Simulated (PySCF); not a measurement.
# C₂H₆Te: NMR shieldings

Wanted: NMR shieldings for C₂H₆Te (`C[Te]C`).

Computed with PySCF 2.14.0 and routines of our own; the level stands in each step. Atoms count from 0.

## (1) The starting structure

9 atoms, charge 0, multiplicity 1; geometry from: GFN2-xTB.

## (2) NMR shieldings: PBE0/pcSseg-1 Te:us-x2c-TZVPall-2c, spin–orbit

Job settings and geometry (Å):

```
{"job": {"xc": "PBE0", "basis": {"default": "pcSseg-1", "Te": "us-x2c-TZVPall-2c"}, "rel": "so", "kind": "hnmr"}, "charge": 0, "multiplicity": 1}
Te     0.005550     0.008920    -1.491420
C      1.559970    -0.016730     0.010540
H      1.485120    -0.911570     0.615620
H      1.479070     0.856440     0.644940
H      2.516550    -0.005850    -0.492760
C     -1.561000     0.018000    -0.004310
H     -1.501390     0.913020     0.602350
H     -1.468990    -0.855330     0.628630
H     -2.514880    -0.006890    -0.513590
```

Level: PBE0/pcSseg-1 Te:us-x2c-TZVPall-2c GIAO NMR shielding, X2C with spin-orbit coupling, screened-nuclear two-electron part, Gaussian nuclei, gas phase.

Command:

```sh
$ OMP_NUM_THREADS=1 python heavy_run.py task.json out
```

This one command runs all jobs of the session in turn.

What it wrote:

```text
spin-free SCF
coarse grid: 33224 points
cycle   1  E = -6873.1243636177  dE = -3.350e-01  |g| = 3.180e-01  |ddm| = 1.507e+01
cycle   2  E = -6873.1191127085  dE =  5.251e-03  |g| = 3.022e-01  |ddm| = 4.880e-01
cycle   3  E = -6873.1416311908  dE = -2.252e-02  |g| = 8.717e-02  |ddm| = 2.875e-01
cycle   4  E = -6873.1432839030  dE = -1.653e-03  |g| = 2.879e-02  |ddm| = 1.040e-01
cycle   5  E = -6873.1433800505  dE = -9.615e-05  |g| = 2.998e-03  |ddm| = 2.307e-02
cycle   6  E = -6873.1433812152  dE = -1.165e-06  |g| = 3.772e-04  |ddm| = 3.084e-03
final grid: 68696 points
cycle   7  E = -6873.1414415913  dE = -7.736e-07  |g| = 1.169e-03  |ddm| = 1.021e-03
cycle   8  E = -6873.1414415888  dE =  2.536e-09  |g| = 3.253e-04  |ddm| = 4.230e-04
cycle   9  E = -6873.1414415885  dE =  3.374e-10  |g| = 2.839e-04  |ddm| = 4.017e-04
cycle  10  E = -6873.1414416002  dE = -1.175e-08  |g| = 5.336e-05  |ddm| = 2.158e-04
cycle  11  E = -6873.1414416007  dE = -5.284e-10  |g| = 2.437e-06  |ddm| = 4.371e-05
converged SCF energy = -6873.1414416007
two-component SCF
cycle   1  E = -6872.3132158769  dE = -6.872e+03  |FDS-SDF| = 5.320e+01
cycle   2  E = -6874.2170308582  dE = -1.904e+00  |FDS-SDF| = 3.694e-01
cycle   3  E = -6874.2178267488  dE = -7.959e-04  |FDS-SDF| = 1.218e-02
cycle   4  E = -6874.2178966415  dE = -6.989e-05  |FDS-SDF| = 5.876e-03
cycle   5  E = -6874.2179098140  dE = -1.317e-05  |FDS-SDF| = 2.381e-03
cycle   6  E = -6874.2179161638  dE = -6.350e-06  |FDS-SDF| = 1.128e-03
cycle   7  E = -6874.2179172137  dE = -1.050e-06  |FDS-SDF| = 4.751e-04
cycle   8  E = -6874.2179173249  dE = -1.112e-07  |FDS-SDF| = 1.044e-04
cycle   9  E = -6874.2179173338  dE = -8.845e-09  |FDS-SDF| = 2.892e-05
converged, E = -6874.2179173338

Field gradients (au) and densities at the nuclei (bohr^-3)
atom        Vxx        Vyy        Vzz        centre      nuclear mean
  0 Te     3.0503     7.6604   -10.7107     208386.604     206616.391
  1 C     -0.0995    -0.1196     0.2191        114.481        114.481
  2 H     -0.1616    -0.1637     0.3253          0.384          0.384
  3 H     -0.1621    -0.1641     0.3262          0.384          0.384
  4 H     -0.1633    -0.1665     0.3298          0.383          0.383
  5 C     -0.0987    -0.1195     0.2182        114.480        114.480
  6 H     -0.1614    -0.1637     0.3251          0.384          0.384
  7 H     -0.1619    -0.1639     0.3258          0.384          0.384
  8 H     -0.1627    -0.1658     0.3285          0.383          0.383
without picture change
  0 Te                         -11.6671                    436487.171

Core orbital energies (eV)
atom   shell        mean    spread
  0 Te 1s       -31664.395   0.000
  0 Te 2s        -4879.496   0.000
  0 Te 3s         -980.999   0.000
  0 Te 4s         -170.624   0.000
  0 Te 5s          -17.511   0.000
  0 Te 2p1/2     -4568.235   0.000
  0 Te 2p3/2     -4294.304   0.032
  0 Te 3p1/2      -852.873   0.000
  0 Te 3p3/2      -801.288   0.087
  0 Te 4p1/2      -126.067   0.000
  0 Te 4p3/2      -116.225   0.205
  0 Te 3d3/2      -575.866   0.087
  0 Te 3d5/2      -565.263   0.115
  0 Te 4d3/2       -44.610   0.273
  0 Te 4d5/2       -43.113   0.354

Shielding tensors (ppm)
atom      isotropic    diamagn.    paramagn.     s11        s22        s33       span
  0 Te     3893.86     4975.56    -1081.70    2717.61    4303.53    4660.45    1942.84
  1 C       208.74      245.98      -37.23     171.51     184.10     270.63      99.11
  2 H        29.48       29.79       -0.31      22.17      26.88      39.37      17.20
  3 H        29.51       29.85       -0.34      22.18      26.92      39.43      17.25
  4 H        30.33       28.29        2.04      24.03      25.95      41.02      16.99
  5 C       208.78      246.03      -37.25     171.58     184.03     270.72      99.14
  6 H        29.44       29.77       -0.32      22.13      26.86      39.34      17.22
  7 H        29.51       29.88       -0.37      22.14      26.94      39.45      17.31
  8 H        30.31       28.27        2.04      24.02      25.93      40.99      16.97
```

It took 69 s on 1 thread of Arm Neoverse V1, shared host; peak memory 0.95 GiB.

In short:

```
                       quantity       value
energy from spin-orbit coupling  -1.0765 Eh
```

## (3) NMR shieldings: PBE0/pcSseg-1 Te:us-x2c-TZVPall-2c, spin-free

Settings changed since step 2:

```diff
@@ -1,2 +1,2 @@
-{"job": {"xc": "PBE0", "basis": {"default": "pcSseg-1", "Te": "us-x2c-TZVPall-2c"}, "rel": "so", "kind": "hnmr"}, "charge": 0, "multiplicity": 1}
+{"job": {"xc": "PBE0", "basis": {"default": "pcSseg-1", "Te": "us-x2c-TZVPall-2c"}, "rel": "sf", "kind": "hnmr"}, "charge": 0, "multiplicity": 1}
 Te     0.005550     0.008920    -1.491420
```

Method: PBE0/pcSseg-1 Te:us-x2c-TZVPall-2c GIAO NMR shielding, spin-free X2C, Gaussian nuclei, gas phase.

What it wrote:

```text
spin-free SCF
coarse grid: 33224 points
cycle   1  E = -6873.1243636177  dE = -3.350e-01  |g| = 3.180e-01  |ddm| = 1.507e+01
cycle   2  E = -6873.1191127085  dE =  5.251e-03  |g| = 3.022e-01  |ddm| = 4.880e-01
cycle   3  E = -6873.1416311908  dE = -2.252e-02  |g| = 8.717e-02  |ddm| = 2.875e-01
cycle   4  E = -6873.1432839030  dE = -1.653e-03  |g| = 2.879e-02  |ddm| = 1.040e-01
cycle   5  E = -6873.1433800505  dE = -9.615e-05  |g| = 2.998e-03  |ddm| = 2.307e-02
cycle   6  E = -6873.1433812152  dE = -1.165e-06  |g| = 3.772e-04  |ddm| = 3.084e-03
final grid: 68696 points
cycle   7  E = -6873.1414415913  dE = -7.736e-07  |g| = 1.169e-03  |ddm| = 1.021e-03
cycle   8  E = -6873.1414415888  dE =  2.536e-09  |g| = 3.253e-04  |ddm| = 4.230e-04
cycle   9  E = -6873.1414415885  dE =  3.374e-10  |g| = 2.839e-04  |ddm| = 4.017e-04
cycle  10  E = -6873.1414416002  dE = -1.175e-08  |g| = 5.336e-05  |ddm| = 2.158e-04
cycle  11  E = -6873.1414416007  dE = -5.284e-10  |g| = 2.437e-06  |ddm| = 4.371e-05
converged SCF energy = -6873.1414416007
check of the scalar solution
cycle   1  E = -6873.1414416008  dE = -6.873e+03  |FDS-SDF| = 5.914e+00
cycle   2  E = -6873.1430736514  dE = -1.632e-03  |FDS-SDF| = 4.270e-03
cycle   3  E = -6873.1430736527  dE = -1.330e-09  |FDS-SDF| = 1.137e-04
cycle   4  E = -6873.1430736528  dE = -5.821e-11  |FDS-SDF| = 7.284e-05
converged, E = -6873.1430736528

Field gradients (au) and densities at the nuclei (bohr^-3)
atom        Vxx        Vyy        Vzz        centre      nuclear mean
  0 Te     3.0400     7.7029   -10.7429     208244.779     206474.566
  1 C     -0.1007    -0.1210     0.2217        114.479        114.479
  2 H     -0.1616    -0.1636     0.3252          0.384          0.384
  3 H     -0.1621    -0.1640     0.3261          0.384          0.384
  4 H     -0.1632    -0.1665     0.3297          0.383          0.383
  5 C     -0.0999    -0.1209     0.2208        114.479        114.479
  6 H     -0.1614    -0.1636     0.3250          0.384          0.384
  7 H     -0.1619    -0.1638     0.3257          0.384          0.384
  8 H     -0.1626    -0.1659     0.3285          0.383          0.383
without picture change
  0 Te                         -11.7138                    436504.749

Core orbital energies (eV)
atom   shell        mean    spread
  0 Te 1s       -31666.303   0.000
  0 Te 2s        -4879.890   0.000
  0 Te 3s         -981.108   0.000
  0 Te 4s         -170.662   0.000
  0 Te 5s          -17.522   0.000
  0 Te 2p        -4382.075   0.053
  0 Te 3p         -817.875   0.144
  0 Te 4p         -119.400   0.338
  0 Te 3d         -569.556   0.127
  0 Te 4d          -43.734   0.394

Shielding tensors (ppm)
atom      isotropic    diamagn.    paramagn.     s11        s22        s33       span
  0 Te     2754.24     5418.82    -2664.58    1897.63    2627.21    3737.88    1840.24
  1 C       182.71      245.89      -63.18     164.63     191.08     192.43      27.80
  2 H        30.11       29.73        0.39      23.29      27.48      39.57      16.29
  3 H        30.14       29.79        0.35      23.30      27.52      39.60      16.30
  4 H        30.76       28.27        2.48      24.25      26.97      41.05      16.80
  5 C       182.81      245.94      -63.13     164.67     191.01     192.74      28.07
  6 H        30.08       29.70        0.38      23.24      27.46      39.56      16.32
  7 H        30.15       29.82        0.33      23.27      27.55      39.61      16.34
  8 H        30.74       28.26        2.48      24.24      26.95      41.02      16.78
```

It took 21 s on 1 thread of Arm Neoverse V1, shared host; peak memory 0.87 GiB.

## (4) NMR shieldings: PBE0/pcSseg-1 Te:us-x2c-TZVPall-2c in water, spin–orbit

Settings changed since step 3:

```diff
@@ -1,2 +1,2 @@
-{"job": {"xc": "PBE0", "basis": {"default": "pcSseg-1", "Te": "us-x2c-TZVPall-2c"}, "rel": "sf", "kind": "hnmr"}, "charge": 0, "multiplicity": 1}
+{"job": {"xc": "PBE0", "basis": {"default": "pcSseg-1", "Te": "us-x2c-TZVPall-2c"}, "rel": "so", "solvent": "water", "kind": "hnmr"}, "charge": 0, "multiplicity": 1}
 Te     0.005550     0.008920    -1.491420
```

With the program's defaults for keys left out, this is: PBE0/pcSseg-1 Te:us-x2c-TZVPall-2c GIAO NMR shielding, X2C with spin-orbit coupling, screened-nuclear two-electron part, Gaussian nuclei, IEF-PCM water.

What it wrote:

```text
spin-free SCF
coarse grid: 33224 points
cycle   1  E = -6873.1290554234  dE = -3.394e-01  |g| = 3.147e-01  |ddm| = 1.507e+01
cycle   2  E = -6873.1240136291  dE =  5.042e-03  |g| = 2.963e-01  |ddm| = 4.925e-01
cycle   3  E = -6873.1463161385  dE = -2.230e-02  |g| = 7.273e-02  |ddm| = 2.691e-01
cycle   4  E = -6873.1474349234  dE = -1.119e-03  |g| = 2.411e-02  |ddm| = 8.423e-02
cycle   5  E = -6873.1474855110  dE = -5.059e-05  |g| = 2.687e-03  |ddm| = 1.950e-02
cycle   6  E = -6873.1474861175  dE = -6.065e-07  |g| = 4.349e-04  |ddm| = 2.460e-03
final grid: 68696 points
cycle   7  E = -6873.1455460991  dE = -7.760e-07  |g| = 1.194e-03  |ddm| = 1.081e-03
cycle   8  E = -6873.1455461005  dE = -1.388e-09  |g| = 3.917e-04  |ddm| = 6.144e-04
cycle   9  E = -6873.1455461079  dE = -7.447e-09  |g| = 2.539e-04  |ddm| = 4.726e-04
cycle  10  E = -6873.1455461134  dE = -5.482e-09  |g| = 1.179e-05  |ddm| = 1.868e-04
converged SCF energy = -6873.1455461134
two-component SCF
cycle   1  E = -6872.3173165694  dE = -6.872e+03  |FDS-SDF| = 5.320e+01
cycle   2  E = -6874.2210896264  dE = -1.904e+00  |FDS-SDF| = 3.694e-01
cycle   3  E = -6874.2218587212  dE = -7.691e-04  |FDS-SDF| = 1.202e-02
cycle   4  E = -6874.2219198823  dE = -6.116e-05  |FDS-SDF| = 5.752e-03
cycle   5  E = -6874.2219308808  dE = -1.100e-05  |FDS-SDF| = 2.189e-03
cycle   6  E = -6874.2219359856  dE = -5.105e-06  |FDS-SDF| = 9.331e-04
cycle   7  E = -6874.2219367555  dE = -7.699e-07  |FDS-SDF| = 3.544e-04
cycle   8  E = -6874.2219368195  dE = -6.397e-08  |FDS-SDF| = 9.085e-05
cycle   9  E = -6874.2219368255  dE = -5.995e-09  |FDS-SDF| = 2.303e-05
converged, E = -6874.2219368255

Field gradients (au) and densities at the nuclei (bohr^-3)
atom        Vxx        Vyy        Vzz        centre      nuclear mean
  0 Te     2.7720     7.3157   -10.0877     208386.225     206616.015
  1 C     -0.1147    -0.1315     0.2463        114.483        114.483
  2 H     -0.1611    -0.1628     0.3239          0.382          0.382
  3 H     -0.1616    -0.1632     0.3248          0.382          0.382
  4 H     -0.1619    -0.1661     0.3280          0.381          0.381
  5 C     -0.1139    -0.1314     0.2453        114.483        114.483
  6 H     -0.1609    -0.1628     0.3237          0.382          0.382
  7 H     -0.1614    -0.1630     0.3244          0.382          0.382
  8 H     -0.1614    -0.1654     0.3268          0.381          0.381
without picture change
  0 Te                         -10.9922                    436486.366

Core orbital energies (eV)
atom   shell        mean    spread
  0 Te 1s       -31664.417   0.000
  0 Te 2s        -4879.518   0.000
  0 Te 3s         -981.021   0.000
  0 Te 4s         -170.646   0.000
  0 Te 5s          -17.508   0.000
  0 Te 2p1/2     -4568.257   0.000
  0 Te 2p3/2     -4294.326   0.030
  0 Te 3p1/2      -852.895   0.000
  0 Te 3p3/2      -801.310   0.082
  0 Te 4p1/2      -126.088   0.000
  0 Te 4p3/2      -116.247   0.192
  0 Te 3d3/2      -575.888   0.082
  0 Te 3d5/2      -565.285   0.108
  0 Te 4d3/2       -44.630   0.256
  0 Te 4d5/2       -43.135   0.332

Shielding tensors (ppm)
atom      isotropic    diamagn.    paramagn.     s11        s22        s33       span
  0 Te     4003.56     4976.15     -972.60    2998.00    4241.91    4770.76    1772.76
  1 C       207.53      246.11      -38.57     172.31     187.44     262.85      90.54
  2 H        29.40       29.61       -0.21      22.09      26.72      39.39      17.29
  3 H        29.43       29.67       -0.24      22.10      26.76      39.44      17.35
  4 H        30.16       28.04        2.13      23.64      25.79      41.06      17.42
  5 C       207.58      246.16      -38.58     172.38     187.37     262.99      90.62
  6 H        29.37       29.59       -0.22      22.05      26.70      39.37      17.31
  7 H        29.43       29.70       -0.27      22.05      26.78      39.47      17.41
  8 H        30.14       28.02        2.12      23.63      25.77      41.03      17.40
```

It took 69 s on 1 thread of Arm Neoverse V1, shared host; peak memory 1 GiB.

From this job:

```
                       quantity       value
energy from spin-orbit coupling  -1.0764 Eh
```

## (5) NMR shieldings: PBE0/pcSseg-1 Te:us-x2c-TZVPall-2c in water, spin-free

Settings changed since step 4:

```diff
@@ -1,2 +1,2 @@
-{"job": {"xc": "PBE0", "basis": {"default": "pcSseg-1", "Te": "us-x2c-TZVPall-2c"}, "rel": "so", "solvent": "water", "kind": "hnmr"}, "charge": 0, "multiplicity": 1}
+{"job": {"xc": "PBE0", "basis": {"default": "pcSseg-1", "Te": "us-x2c-TZVPall-2c"}, "rel": "sf", "solvent": "water", "kind": "hnmr"}, "charge": 0, "multiplicity": 1}
 Te     0.005550     0.008920    -1.491420
```

Level: PBE0/pcSseg-1 Te:us-x2c-TZVPall-2c GIAO NMR shielding, spin-free X2C, Gaussian nuclei, IEF-PCM water.

What it wrote:

```text
spin-free SCF
coarse grid: 33224 points
cycle   1  E = -6873.1290554234  dE = -3.394e-01  |g| = 3.147e-01  |ddm| = 1.507e+01
cycle   2  E = -6873.1240136291  dE =  5.042e-03  |g| = 2.963e-01  |ddm| = 4.925e-01
cycle   3  E = -6873.1463161385  dE = -2.230e-02  |g| = 7.273e-02  |ddm| = 2.691e-01
cycle   4  E = -6873.1474349234  dE = -1.119e-03  |g| = 2.411e-02  |ddm| = 8.423e-02
cycle   5  E = -6873.1474855110  dE = -5.059e-05  |g| = 2.687e-03  |ddm| = 1.950e-02
cycle   6  E = -6873.1474861175  dE = -6.065e-07  |g| = 4.349e-04  |ddm| = 2.460e-03
final grid: 68696 points
cycle   7  E = -6873.1455460991  dE = -7.760e-07  |g| = 1.194e-03  |ddm| = 1.081e-03
cycle   8  E = -6873.1455461005  dE = -1.388e-09  |g| = 3.917e-04  |ddm| = 6.144e-04
cycle   9  E = -6873.1455461079  dE = -7.447e-09  |g| = 2.539e-04  |ddm| = 4.726e-04
cycle  10  E = -6873.1455461134  dE = -5.482e-09  |g| = 1.179e-05  |ddm| = 1.868e-04
converged SCF energy = -6873.1455461134
check of the scalar solution
cycle   1  E = -6873.1455461134  dE = -6.873e+03  |FDS-SDF| = 5.914e+00
cycle   2  E = -6873.1471781266  dE = -1.632e-03  |FDS-SDF| = 4.270e-03
cycle   3  E = -6873.1471781279  dE = -1.301e-09  |FDS-SDF| = 1.179e-04
cycle   4  E = -6873.1471781279  dE = -9.095e-13  |FDS-SDF| = 8.013e-05
converged, E = -6873.1471781279

Field gradients (au) and densities at the nuclei (bohr^-3)
atom        Vxx        Vyy        Vzz        centre      nuclear mean
  0 Te     2.7572     7.3440   -10.1013     208244.399     206474.190
  1 C     -0.1160    -0.1330     0.2490        114.482        114.482
  2 H     -0.1611    -0.1627     0.3238          0.382          0.382
  3 H     -0.1616    -0.1631     0.3247          0.382          0.382
  4 H     -0.1618    -0.1662     0.3280          0.381          0.381
  5 C     -0.1152    -0.1329     0.2481        114.482        114.482
  6 H     -0.1609    -0.1627     0.3236          0.382          0.382
  7 H     -0.1613    -0.1629     0.3243          0.382          0.382
  8 H     -0.1612    -0.1655     0.3267          0.381          0.381
without picture change
  0 Te                         -11.0191                    436503.934

Core orbital energies (eV)
atom   shell        mean    spread
  0 Te 1s       -31666.326   0.000
  0 Te 2s        -4879.913   0.000
  0 Te 3s         -981.131   0.000
  0 Te 4s         -170.685   0.000
  0 Te 5s          -17.521   0.000
  0 Te 2p        -4382.098   0.050
  0 Te 3p         -817.898   0.136
  0 Te 4p         -119.424   0.317
  0 Te 3d         -569.580   0.119
  0 Te 4d          -43.757   0.369

Shielding tensors (ppm)
atom      isotropic    diamagn.    paramagn.     s11        s22        s33       span
  0 Te     2875.47     5419.37    -2543.90    2145.50    2650.26    3830.64    1685.14
  1 C       183.05      245.99      -62.94     163.72     192.07     193.35      29.63
  2 H        29.97       29.55        0.42      23.09      27.27      39.55      16.46
  3 H        30.00       29.61        0.39      23.11      27.32      39.59      16.48
  4 H        30.59       28.02        2.57      23.91      26.75      41.10      17.19
  5 C       183.15      246.04      -62.89     163.78     192.23     193.44      29.66
  6 H        29.95       29.53        0.41      23.05      27.25      39.54      16.49
  7 H        30.01       29.65        0.36      23.08      27.35      39.60      16.52
  8 H        30.57       28.00        2.56      23.90      26.73      41.07      17.17
```

Wall time 21 s (1 thread of Arm Neoverse V1, shared host); peak memory 0.87 GiB.

[end of part 1 of 2]
